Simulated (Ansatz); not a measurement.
Below is the output of a Python script on Ansatz 0.2.0 through its Python package that makes a test of the smearing width of Ga3Sn, space group Fm-3m. Write a script that gives it. Use (first run): r2SCAN, PAW, cutoff 653 eV, 7×7×7 k-points, Methfessel-Paxton smearing of 0.3 eV, D3BJATM dispersion. The script varies width (eV): 0.3, 0.2, 0.1, 0.05.

```yaml
crystal:
  lattice:
    - [0.00000, 3.46663, 3.46663]
    - [3.46663, 0.00000, 3.46663]
    - [3.46663, 3.46663, 0.00000]
  atoms:
    - { symbol: Ga, position: [0.25000, 0.25000, 0.25000] }
    - { symbol: Ga, position: [0.75000, 0.75000, 0.75000] }
    - { symbol: Ga, position: [0.50000, 0.50000, 0.50000] }
    - { symbol: Sn, position: [0.00000, 0.00000, 0.00000] }
```

```console
$ python smear_ga3sn.py
 width (eV)  F/atom (eV)  iterations  P (GPa)  max component (eV/A)  k-points
       0.30  -4352.25288           7 -1.47510                   0.0        20
       0.20  -4352.25242           7 -1.57305                   0.0        20
       0.10  -4352.25279           6 -1.61645                   0.0        20
       0.05  -4352.25313           6 -1.52502                   0.0        20
INFO:calc:0.3: +0.25 meV/atom  (within 5 meV)
INFO:calc:0.2: +0.71 meV/atom  (within 5 meV)
INFO:calc:0.1: +0.34 meV/atom  (within 5 meV)
```

The script that was run (others could print the same):

The script, `smear_ga3sn.py`:
```python
# -*- coding: utf-8 -*-
"""How the energy of Ga3Sn depends on the smearing."""

import logging
import sys
import warnings

import ansatz
import pandas as pd

logging.basicConfig(stream=sys.stdout, format="%(levelname)s:%(name)s:%(message)s")
log = logging.getLogger("calc")
log.setLevel(logging.INFO)

config = {
    "functional": "r2scan",
    "dispersion": "d3bjatm",
    "tolerance": 1e-06,
}

warnings.simplefilter("ignore", ansatz.DeckWarning)

lattice = ansatz.Lattice.of(
    (0.0, 3.46663, 3.46663),
    (3.46663, 0.0, 3.46663),
    (3.46663, 3.46663, 0.0),
)
sites = [
    ("Ga", (0.25, 0.25, 0.25)),
    ("Ga", (0.75, 0.75, 0.75)),
    ("Ga", (0.5, 0.5, 0.5)),
    ("Sn", (0.0, 0.0, 0.0)),
]
structure = ansatz.Crystal(lattice=lattice)
for symbol, position in sites:
    structure = structure.atom(symbol, position)

base = (
    structure.calculation()
    .functional(config["functional"], dispersion=config["dispersion"])
    .basis(24 * ansatz.Ha)
    .kpoints(7, center="monkhorst-pack")
    .scf(tolerance=config["tolerance"])
    .forces()
    .stress()
)

rows = []
for value in [0.3, 0.2, 0.1, 0.05]:
    report = base.occupations("methfessel_paxton", width=value).run(threads=1, backend="cpu").report
    rows.append((value, report["free_energy_ev"] / len(report["lattice"]["sites"]), report["n_iterations"], sum(report["stress_gpa"][i][i] for i in range(3)) / 3, max(abs(f) for row in report["forces_ev_ang"] for f in row), report["n_kpoints"]))

table = pd.DataFrame(rows, columns=["width (eV)", "F/atom (eV)", "iterations", "P (GPa)", "max component (eV/A)", "k-points"])
print(table.round(5).to_string(index=False))

# the last row is the reference
for row in rows[:-1]:
    shift = 1000 * (row[1] - rows[-1][1])
    log.info(f"{row[0]}: {shift:+.2f} meV/atom" + ("  (within 5 meV)" if abs(shift) < 5 else ""))
```

Caveats:
- Dispersion corrections can be off by several per cent in the lattices of metals, and by several GPa in the pressure at a fixed cell.
- For a metal this k-point mesh is coarse: on a finer one energies can move by several to tens of meV an atom and pressures by half a GPa or more, differences at one mesh by less.
- The program warned that this SCF threshold is loose for forces or stresses.
- Forces vanish by symmetry here and test nothing.
- The narrowest width needs the finest mesh, so the last row is no converged reference.
- Pressure is positive in compression.
- The structure comes from a database of computed cells and needn't be a stable or known phase.
- The script silences the warnings on its input, which a real study should read.
- Finished in 38 s on 1 thread of Arm Neoverse V2, on a shared host, peak memory 0.93 GiB.
